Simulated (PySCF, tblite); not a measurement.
# C₄H₁₀F₂SSi: geometry, infrared bands and NMR shifts

Aim: predict the infrared bands and NMR shifts of C₄H₁₀F₂SSi (`CC(C)([SiH3])SC(F)F`).

The runs use tblite 0.8.0 and PySCF 2.14.0, with density-fitted response routines of our own; the level of theory stands in each step. All values are computed, except where a source is named. Atoms count from 0, in the outputs and in this text.

### Step 1. The starting structure

18 atoms, charge 0, multiplicity 1; geometry from: force field or distance geometry start.

Bonds of the start (Å): C0–C1 1.53, C1–C2 1.55, C1–Si3 1.95, C1–S4 1.88, S4–C5 1.80, C5–F6 1.35, C5–F7 1.35, C0–H8 1.10, C0–H9 1.08, C0–H10 1.09, C2–H11 1.08, C2–H12 1.11, C2–H13 1.10, Si3–H14 1.50, Si3–H15 1.47, Si3–H16 1.48, C5–H17 1.10.

### Step 2. Geometry optimisation with GFN2-xTB

The job: settings as JSON, then the geometry in Å.

```
{"job": {"kind": "relax", "xc": "GFN2-xTB", "basis": "xTB"}, "charge": 0, "multiplicity": 1}
C      0.001600    -0.020000    -1.321100
C     -0.364300     0.095700     0.163800
C     -0.731400    -1.295500     0.737400
Si    -1.818000     1.370100     0.428500
S      1.023400     0.823100     1.200300
C      2.466200    -0.038800     0.554900
F      2.269300    -1.372600     0.504900
F      2.761400     0.374200    -0.699400
H     -0.877400    -0.321100    -1.908400
H      0.758300    -0.775600    -1.499400
H      0.342400     0.934700    -1.733000
H      0.055000    -2.029600     0.598200
H     -0.985900    -1.252700     1.813800
H     -1.620800    -1.691800     0.218800
H     -2.182000     1.461100     1.879300
H     -1.441400     2.704200    -0.072700
H     -3.005100     0.885800    -0.312500
H      3.340100     0.154900     1.188000
```

The run is started by

```sh
$ OMP_NUM_THREADS=1 python probes_run.py task.json out
```

The driver reads the jobs from task.json and runs them one after another.

Output:

```text
step      E/eV     max force
  0    -764.44031    0.636
  1    -764.47238    0.459
  2    -764.50278    0.309
  3    -764.51442    0.261
  4    -764.52721    0.201
  5    -764.53475    0.202
  6    -764.54275    0.194
  7    -764.54772    0.164
  8    -764.55081    0.106
  9    -764.55272    0.101
 10    -764.55417    0.080
 11    -764.55517    0.062
 12    -764.55579    0.050
 13    -764.55627    0.060
 14    -764.55681    0.074
 15    -764.55738    0.063
 16    -764.55786    0.045
 17    -764.55820    0.037
 18    -764.55848    0.040
 19    -764.55875    0.044
 20    -764.55898    0.036
 21    -764.55915    0.028
 22    -764.55927    0.025
 23    -764.55937    0.025
 24    -764.55945    0.021
 25    -764.55949    0.013
 26    -764.55951    0.011
 27    -764.55953    0.013
 28    -764.55956    0.016
 29    -764.55959    0.017
 30    -764.55964    0.015
 31    -764.55967    0.013
 32    -764.55970    0.012
 33    -764.55972    0.014
 34    -764.55976    0.017
 35    -764.55980    0.020
 36    -764.55985    0.018
 37    -764.55989    0.013
 38    -764.55991    0.009
```

Wall time 0.3 s (1 thread of Arm Neoverse V1, shared host); peak memory 0.18 GiB.

The steps of the relaxation: (not every step is listed)

```
step  energy from step 0 (eV)  largest force (eV/Å)
   0                   0.0000                0.6358
   1                  -0.0321                0.4590
   2                  -0.0625                0.3090
   3                  -0.0741                0.2606
   4                  -0.0869                0.2009
   5                  -0.0944                0.2015
   6                  -0.1024                0.1938
   7                  -0.1074                0.1637
   8                  -0.1105                0.1062
  10                  -0.1139                0.0799
  12                  -0.1155                0.0497
  14                  -0.1165                0.0736
  16                  -0.1176                0.0451
  18                  -0.1182                0.0404
  20                  -0.1187                0.0356
  22                  -0.1190                0.0255
  24                  -0.1191                0.0210
  26                  -0.1192                0.0110
  28                  -0.1193                0.0160
  30                  -0.1193                0.0148
  32                  -0.1194                0.0117
  33                  -0.1194                0.0141
  34                  -0.1195                0.0172
  35                  -0.1195                0.0196
  36                  -0.1195                0.0175
  37                  -0.1196                0.0127
  38                  -0.1196                0.0094
```

Distances of close pairs at the start and the end, largest changes first:

```
   bond  before (Å)  after (Å)  change (Å)
Si3–H14       1.499      1.460      -0.039
  C1–C2       1.549      1.520      -0.029
  C1–S4       1.879      1.853      -0.025
 C1–Si3       1.951      1.927      -0.025
 C2–H12       1.107      1.088      -0.019
  S4–C5       1.800      1.819      +0.019
Si3–H16       1.481      1.464      -0.017
  C0–C1       1.534      1.518      -0.015
```

The final coordinates are the input of the step that follows.

### Step 3. Vibrational analysis with GFN2-xTB

The job: settings as JSON, then the geometry in Å.

```
{"job": {"kind": "ir", "xc": "GFN2-xTB", "basis": "xTB"}, "charge": 0, "multiplicity": 1}
C     -0.035303    -0.015525    -1.306975
C     -0.412814     0.078202     0.160775
C     -0.776267    -1.284917     0.727171
Si    -1.827709     1.357532     0.431694
S      0.986324     0.786264     1.148917
C      2.490657    -0.037873     0.543508
F      2.381078    -1.378946     0.473771
F      2.851615     0.374165    -0.689982
H     -0.918023    -0.279617    -1.888321
H      0.717237    -0.784678    -1.480490
H      0.346607     0.933693    -1.677950
H      0.025362    -2.006918     0.577218
H     -0.982155    -1.214987     1.793226
H     -1.668871    -1.659622     0.228204
H     -2.110383     1.438215     1.861786
H     -1.392708     2.645458    -0.099508
H     -2.981592     0.840088    -0.305584
H      3.298188     0.215784     1.244230
```

Output:

```text
mode    cm-1     km/mol
  1      44.5      0.45
  2      89.4      3.32
  3     119.7      0.05
  4     135.6      1.64
  5     165.3      4.79
  6     215.3      0.07
  7     245.4      0.01
  8     276.2      0.33
  9     280.3      0.13
 10     312.9      9.40
 11     339.6      2.41
 12     343.2      4.12
 13     417.3      9.75
 14     508.5      8.87
 15     538.2     35.30
 16     550.8     49.10
 17     591.6     18.95
 18     672.7     15.41
 19     703.7     38.35
 20     755.8    153.54
 21     762.1    149.44
 22     783.4    409.63
 23     945.6     13.89
 24     969.7      0.28
 25    1009.1    184.85
 26    1022.6     14.95
 27    1034.8    127.09
 28    1117.2     21.15
 29    1175.9      0.50
 30    1190.7     21.14
 31    1215.8     40.86
 32    1243.1     12.39
 33    1411.6     10.52
 34    1425.7      2.67
 35    1487.9      0.12
 36    1496.7      3.50
 37    1500.9      4.88
 38    1512.5      4.89
 39    2266.9    296.28
 40    2302.1    193.97
 41    2306.7    293.50
 42    2919.3     10.90
 43    3003.1     20.57
 44    3010.9     23.26
 45    3014.6     26.36
 46    3022.7     25.01
 47    3030.8     15.82
 48    3033.3     17.84
```

Wall time 0.76 s (1 thread of Arm Neoverse V1, shared host); peak memory 0.18 GiB.

The strongest bands and the atoms that carry them (share of the mass-weighted mode):

```
cm⁻¹  km/mol                         atoms
 756   153.5  H16 57 %, H15 27 %, H14 12 %
 762   149.4            H14 52 %, H15 37 %
 783   409.6  H16 35 %, H15 28 %, H14 27 %
1009   184.8              C5 61 %, F7 30 %
1035   127.1              C5 58 %, F6 30 %
2267   296.3                      H16 97 %
2302   194.0                      H14 91 %
2307   293.5                      H15 91 %
```

### Step 4. Nuclear shieldings: PBE0/pcSseg-1

Same as in step 3 but for these lines:

```diff
@@ -1,2 +1,2 @@
-{"job": {"kind": "ir", "xc": "GFN2-xTB", "basis": "xTB"}, "charge": 0, "multiplicity": 1}
+{"job": {"kind": "nmr", "xc": "PBE0", "basis": "pcSseg-1"}, "charge": 0, "multiplicity": 1}
 C     -0.035303    -0.015525    -1.306975
```

Method: GIAO PBE0/pcSseg-1 NMR shielding, non-relativistic, gas phase.

Output:

```text
coarse grid: 15968 points
cycle   1  E = -1044.9297506690  dE =  7.615e-01  |g| = 7.305e-01  |ddm| = 3.693e+00
cycle   2  E = -1044.8401999311  dE =  8.955e-02  |g| = 1.055e+00  |ddm| = 9.919e-01
cycle   3  E = -1045.0290697489  dE = -1.889e-01  |g| = 7.817e-02  |ddm| = 5.949e-01
cycle   4  E = -1045.0301722258  dE = -1.102e-03  |g| = 3.819e-02  |ddm| = 1.079e-01
cycle   5  E = -1045.0304989990  dE = -3.268e-04  |g| = 8.834e-03  |ddm| = 3.768e-02
cycle   6  E = -1045.0305150560  dE = -1.606e-05  |g| = 3.200e-03  |ddm| = 1.033e-02
cycle   7  E = -1045.0305175233  dE = -2.467e-06  |g| = 4.862e-04  |ddm| = 3.555e-03
final grid: 145432 points
cycle   8  E = -1045.0931710329  dE = -4.688e-05  |g| = 9.655e-03  |ddm| = 2.992e-02
cycle   9  E = -1045.0931517683  dE =  1.926e-05  |g| = 1.318e-02  |ddm| = 1.968e-02
cycle  10  E = -1045.0931931488  dE = -4.138e-05  |g| = 1.102e-03  |ddm| = 1.233e-02
cycle  11  E = -1045.0931934098  dE = -2.610e-07  |g| = 3.362e-04  |ddm| = 1.277e-03
cycle  12  E = -1045.0931934348  dE = -2.501e-08  |g| = 1.023e-04  |ddm| = 3.723e-04
cycle  13  E = -1045.0931934371  dE = -2.276e-09  |g| = 2.829e-05  |ddm| = 1.253e-04
cycle  14  E = -1045.0931934372  dE = -1.805e-10  |g| = 5.399e-06  |ddm| = 2.892e-05
converged SCF energy = -1045.0931934372

GIAO shielding tensors (ppm)
atom      isotropic    diamagn.    paramagn.     s11        s22        s33       span
  0 C      157.350     248.914     -91.564    143.036    149.186    179.828     36.792
  1 C      144.988     250.907    -105.918    129.664    133.926    171.375     41.712
  2 C      154.617     247.896     -93.278    135.018    146.893    181.941     46.923
  3 Si     400.104     880.782    -480.678    362.151    374.291    463.869    101.718
  4 S      352.898    1057.875    -704.977    187.758    337.511    533.425    345.668
  5 C       53.844     238.186    -184.342     19.135     69.513     72.885     53.750
  6 F      279.201     476.677    -197.477    168.712    300.344    368.546    199.833
  7 F      265.715     475.829    -210.114    150.214    291.913    355.018    204.804
  8 H       30.181      31.531      -1.350     25.606     27.917     37.020     11.414
  9 H       29.443      31.860      -2.417     25.028     29.444     33.858      8.830
 10 H       29.625      31.463      -1.838     26.460     27.458     34.956      8.496
 11 H       29.315      30.900      -1.584     24.171     29.762     34.014      9.843
 12 H       29.860      30.916      -1.057     26.488     27.452     35.639      9.152
 13 H       30.353      31.038      -0.685     25.878     27.676     37.504     11.626
 14 H       27.813      29.737      -1.924     24.164     26.188     33.088      8.924
 15 H       27.737      29.539      -1.802     24.008     26.276     32.927      8.919
 16 H       27.935      29.774      -1.839     24.565     25.839     33.401      8.837
 17 H       24.601      26.481      -1.880     21.591     22.363     29.849      8.258
```

Run time: 40 s. Hardware: 1 thread of Arm Neoverse V1, shared host; peak memory 0.9 GiB.

Shifts follow as δ = σ(reference) − σ, with reference shieldings (ppm) from runs at the same level and on the same kind of geometry: ¹H TMS 31.72, ¹³C TMS 186.9, ²⁹Si TMS 349.2, ¹⁹F CFCl3 170.9, ³³S CS2 504. The references are single molecules in the gas phase, so shifts against H2O, NH3, PH3, H3PO4 or CFCl3 are not on the usual liquid scales and can be off by tens of ppm. Atoms listed in one row are averaged.

```
                     atoms                                      environment  σ (ppm)  δ (ppm)  δ scaled to CDCl3
                        C5                       sp3 CH bonded to 2 F and S     53.8    133.1              123.6
                        C1  fully substituted sp3 carbon bonded to S and Si    145.0     41.9               34.6
                    C0, C2                                    methyl carbon    156.0     30.9               28.3
                       H17        hydrogen on an sp3 CH bonded to 2 F and S    24.60     7.12               6.81
             H14, H15, H16                hydrogen on a silicon bonded to C    27.83     3.89                  –
H8, H9, H10, H11, H12, H13                      hydrogen on a methyl carbon    29.80     1.92               1.92
                       Si3                         silicon bonded to C, 3 H    400.1    -50.9                  –
                        S4                                   sulfide sulfur      353      151                  –
                    F6, F7                          fluorine of a CF2 group    272.5   -101.5                  –
```

The scaled column applies a straight-line fit of computed shieldings to shifts measured in CDCl3, with any fitted terms for Cl, Br or S neighbours, and one for carbons that bear F (root-mean-square error 0.16 ppm for H, 1.9 ppm for C).

The run also stored atomic charges by several schemes (e):

```
 atoms  Mulliken    IAO  Hirshfeld  ESP fit
C0, C2     -0.15  -0.42      -0.13    -0.69
    C1     -0.83  -0.27      -0.05     0.27
   Si3      0.54   0.59       0.30     0.35
    S4      0.03   0.05      -0.01    -0.30
    C5      0.40   0.34       0.14     0.23
F6, F7     -0.28  -0.29      -0.09    -0.18
```

Mayer bond orders: C0–C1 0.98, C1–C2 0.96, C1–Si3 0.82, C1–S4 1.00, S4–C5 1.03, C5–F6 0.94, C5–F7 0.94.

### Step 5. What came out

| quantity | value |
| --- | --- |
| strongest single infrared mode (GFN2-xTB) | 783 cm⁻¹, 410 km/mol |
| zero-point energy (GFN2-xTB) | 80.8 kcal/mol |
| ¹³C shifts against TMS (PBE0/pcSseg-1, means over atoms taken as alike) | 133.1, 41.9, 30.9 ppm |
| ¹H shifts against TMS (PBE0/pcSseg-1, means over atoms taken as alike) | 7.12, 3.89, 1.92 ppm |
| ²⁹Si shifts against TMS (PBE0/pcSseg-1) | -50.9 ppm |
| ³³S shifts against CS2 (PBE0/pcSseg-1) | 151 ppm |
| ¹⁹F shifts against CFCl3 (PBE0/pcSseg-1, means over atoms taken as alike) | -101.5 ppm |

In words: Over 38 steps the energy fell by 0.120 eV; of the close pairs, Si3–H14 changed most, 1.499 to 1.460 Å. No mode is imaginary among the 48: a minimum at this level. The strongest single mode, at 783 cm⁻¹, has its largest shares on H16, H15 and H14 (the list is cut at 3 atoms). Unscaled tight-binding wavenumbers are off by several per cent, some by more. Its intensities can rank the bands wrongly. The most deshielded hydrogen is H17 (hydrogen on an sp3 CH bonded to 2 F and S), at 7.12 ppm: its carbon carries F, hence the downfield position. At PBE0/pcSseg-1: Shielding is most anisotropic at S4 (span 346 ppm, paramagnetic term -705 ppm).
